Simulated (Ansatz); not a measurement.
**Molecular dynamics of K6Ru2F11, charge +1**

Input file:

```yaml
crystal:
  lattice:
    - [6.361405, 0.0, 0.0]
    - [0.0, 6.361405, 0.0]
    - [0.0, 0.0, 9.135235]
  atoms:
    - { symbol: K, position: [0.5, 0.0, 0.25] }
    - { symbol: K, position: [0.0, 0.5, 0.25] }
    - { symbol: K, position: [0.0, 0.0, 0.5] }
    - { symbol: Ru, position: [0.0, 0.0, 0.0] }
    - { symbol: F, position: [0.0, 0.0, 0.2274654] }
    - { symbol: F, position: [0.2762517, 0.7237483, 0.5] }
    - { symbol: F, position: [0.0, 0.0, 0.7725346] }
    - { symbol: F, position: [0.2237483, 0.2237483, 0.0] }
    - { symbol: F, position: [0.2762517, 0.2762517, 0.5] }
    - { symbol: F, position: [0.7237483, 0.2762517, 0.5] }
    - { symbol: K, position: [0.0, 0.5, 0.75] }
    - { symbol: K, position: [0.5, 0.0, 0.75] }
    - { symbol: K, position: [0.5, 0.5, 0.0] }
    - { symbol: Ru, position: [0.5, 0.5, 0.5] }
    - { symbol: F, position: [0.5, 0.5, 0.7274654] }
    - { symbol: F, position: [0.7762517, 0.2237483, 0.0] }
    - { symbol: F, position: [0.7237483, 0.7237483, 0.5] }
    - { symbol: F, position: [0.7762517, 0.7762517, 0.0] }
    - { symbol: F, position: [0.2237483, 0.7762517, 0.0] }
total_charge: 1
basis:
  ecutwfc: 420.0
kpoints:
  mp_grid: { grid: [2, 2, 1] }
hamiltonian:
  xc: pbesol
scf:
  occupations: { method: fermi_dirac, width: 0.05 }
  lower_state_search: "off"
md:
  timestep: 3.0
  n_steps: 30
  ensemble: nve
  temperature: 1400.0
  initial_velocities: maxwell_boltzmann
  seed: 922646
```

Run as:

```bash
$ ansatz run input.yaml --threads 1 --pin off --max-ram 3072MiB --backend cpu --events-out ev --progress --plain --runs-dir out
```

It starts from an unrelaxed structure (largest force component 2.13 eV/Å).

Output, in part (step lines):

```
md step     0: t =     0.00 fs  T =  1400.0 K  F+E_penalty+E_count = -29548.57019696 eV  E_kin = 3.257352 eV  conserved = -29545.31284498 eV  (28 SCF iters)
md step     1: t =     3.00 fs  T =  1404.1 K  F+E_penalty+E_count = -29548.58093406 eV  E_kin = 3.266930 eV  conserved = -29545.31400448 eV  (31 SCF iters)
md step     2: t =     6.00 fs  T =  1393.5 K  F+E_penalty+E_count = -29548.55711055 eV  E_kin = 3.242228 eV  conserved = -29545.31488257 eV  (31 SCF iters)
md step     3: t =     9.00 fs  T =  1363.7 K  F+E_penalty+E_count = -29548.48752079 eV  E_kin = 3.172904 eV  conserved = -29545.31461639 eV  (31 SCF iters)
md step     4: t =    12.00 fs  T =  1317.7 K  F+E_penalty+E_count = -29548.37874134 eV  E_kin = 3.065869 eV  conserved = -29545.31287236 eV  (26 SCF iters)
md step     5: t =    15.00 fs  T =  1267.2 K  F+E_penalty+E_count = -29548.25901277 eV  E_kin = 2.948428 eV  conserved = -29545.31058445 eV  (20 SCF iters)
md step     6: t =    18.00 fs  T =  1226.7 K  F+E_penalty+E_count = -29548.16383498 eV  E_kin = 2.854218 eV  conserved = -29545.30961702 eV  (18 SCF iters)
md step     7: t =    21.00 fs  T =  1202.8 K  F+E_penalty+E_count = -29548.10943316 eV  E_kin = 2.798586 eV  conserved = -29545.31084735 eV  (18 SCF iters)
md step     8: t =    24.00 fs  T =  1189.4 K  F+E_penalty+E_count = -29548.08045138 eV  E_kin = 2.767464 eV  conserved = -29545.31298737 eV  (18 SCF iters)
md step     9: t =    27.00 fs  T =  1174.3 K  F+E_penalty+E_count = -29548.04660686 eV  E_kin = 2.732244 eV  conserved = -29545.31436292 eV  (18 SCF iters)
md step    10: t =    30.00 fs  T =  1148.5 K  F+E_penalty+E_count = -29547.98662282 eV  E_kin = 2.672145 eV  conserved = -29545.31447813 eV  (28 SCF iters)
md step    11: t =    33.00 fs  T =  1110.1 K  F+E_penalty+E_count = -29547.89662617 eV  E_kin = 2.582767 eV  conserved = -29545.31385925 eV  (19 SCF iters)
md step    12: t =    36.00 fs  T =  1061.9 K  F+E_penalty+E_count = -29547.78388290 eV  E_kin = 2.470786 eV  conserved = -29545.31309718 eV  (17 SCF iters)
md step    13: t =    39.00 fs  T =  1008.5 K  F+E_penalty+E_count = -29547.65873679 eV  E_kin = 2.346359 eV  conserved = -29545.31237791 eV  (17 SCF iters)
md step    14: t =    42.00 fs  T =   954.1 K  F+E_penalty+E_count = -29547.53162833 eV  E_kin = 2.219932 eV  conserved = -29545.31169644 eV  (17 SCF iters)
md step    15: t =    45.00 fs  T =   903.4 K  F+E_penalty+E_count = -29547.41291360 eV  E_kin = 2.101817 eV  conserved = -29545.31109702 eV  (18 SCF iters)
md step    16: t =    48.00 fs  T =   860.3 K  F+E_penalty+E_count = -29547.31224671 eV  E_kin = 2.001605 eV  conserved = -29545.31064183 eV  (18 SCF iters)
md step    17: t =    51.00 fs  T =   828.4 K  F+E_penalty+E_count = -29547.23769826 eV  E_kin = 1.927376 eV  conserved = -29545.31032208 eV  (18 SCF iters)
md step    18: t =    54.00 fs  T =   810.4 K  F+E_penalty+E_count = -29547.19572327 eV  E_kin = 1.885642 eV  conserved = -29545.31008163 eV  (17 SCF iters)
md step    19: t =    57.00 fs  T =   808.8 K  F+E_penalty+E_count = -29547.19167997 eV  E_kin = 1.881778 eV  conserved = -29545.30990169 eV  (15 SCF iters)
md step    20: t =    60.00 fs  T =   825.2 K  F+E_penalty+E_count = -29547.22974115 eV  E_kin = 1.919871 eV  conserved = -29545.30986988 eV  (27 SCF iters)
md step    21: t =    63.00 fs  T =   860.0 K  F+E_penalty+E_count = -29547.31123480 eV  E_kin = 2.001008 eV  conserved = -29545.31022715 eV  (11 SCF iters)
md step    22: t =    66.00 fs  T =   911.0 K  F+E_penalty+E_count = -29547.43091272 eV  E_kin = 2.119567 eV  conserved = -29545.31134568 eV  (12 SCF iters)
md step    23: t =    69.00 fs  T =   970.6 K  F+E_penalty+E_count = -29547.57179335 eV  E_kin = 2.258288 eV  conserved = -29545.31350536 eV  (13 SCF iters)
md step    24: t =    72.00 fs  T =  1025.4 K  F+E_penalty+E_count = -29547.70211774 eV  E_kin = 2.385683 eV  conserved = -29545.31643445 eV  (13 SCF iters)
md step    25: t =    75.00 fs  T =  1058.1 K  F+E_penalty+E_count = -29547.78079730 eV  E_kin = 2.461797 eV  conserved = -29545.31900020 eV  (13 SCF iters)
md step    26: t =    78.00 fs  T =  1055.2 K  F+E_penalty+E_count = -29547.77479410 eV  E_kin = 2.455068 eV  conserved = -29545.31972657 eV  (13 SCF iters)
md step    27: t =    81.00 fs  T =  1015.1 K  F+E_penalty+E_count = -29547.67998803 eV  E_kin = 2.361831 eV  conserved = -29545.31815679 eV  (19 SCF iters)
md step    28: t =    84.00 fs  T =   950.4 K  F+E_penalty+E_count = -29547.52669765 eV  E_kin = 2.211267 eV  conserved = -29545.31543051 eV  (21 SCF iters)
md step    29: t =    87.00 fs  T =   881.3 K  F+E_penalty+E_count = -29547.36325525 eV  E_kin = 2.050519 eV  conserved = -29545.31273660 eV  (22 SCF iters)
md step    30: t =    90.00 fs  T =   828.3 K  F+E_penalty+E_count = -29547.23762162 eV  E_kin = 1.927295 eV  conserved = -29545.31032697 eV  (31 SCF iters)
```

The run went to its last step. The conserved energy stayed within 0.36 meV per atom of its start (net change 0.13 meV per atom), so the integration is sound. A run of 0.09 ps of so small a system gives no equilibrium averages. Limits of this set-up: coarse k mesh, charged cell in a uniform background, uncorrected.

Mean squared displacements from the first frame to the last, about the centre of mass: K 0.19 Å², Ru 0.06 Å², F 0.67 Å².

Last frame:

```xyz
19
Lattice="6.3614 0.0000 0.0000 0.0000 6.3614 0.0000 0.0000 0.0000 9.1352" Properties=species:S:1:pos:R:3
K 3.074 0.330 2.229
K 0.233 2.867 2.161
K -0.144 -0.234 4.420
Ru -0.026 0.170 0.261
F 0.768 0.246 2.143
F 1.816 4.419 4.845
F -0.401 0.156 7.414
F 0.635 1.878 -0.134
F 2.026 1.997 3.547
F 4.446 1.697 4.022
K 0.311 3.120 6.656
K 2.762 -0.205 6.235
K 3.088 3.257 -0.128
Ru 3.232 3.088 4.667
F 2.884 2.901 6.543
F 4.707 0.916 0.614
F 4.566 4.180 5.432
F 5.805 4.710 0.478
F 1.693 5.951 -0.164
```

The run took 9.6 min on 1 thread of Intel(R) Xeon(R) Platinum 8259CL CPU @ 2.50GHz (Skylake/Cascade Lake), with other jobs on the host, peak memory 0.85 GiB.
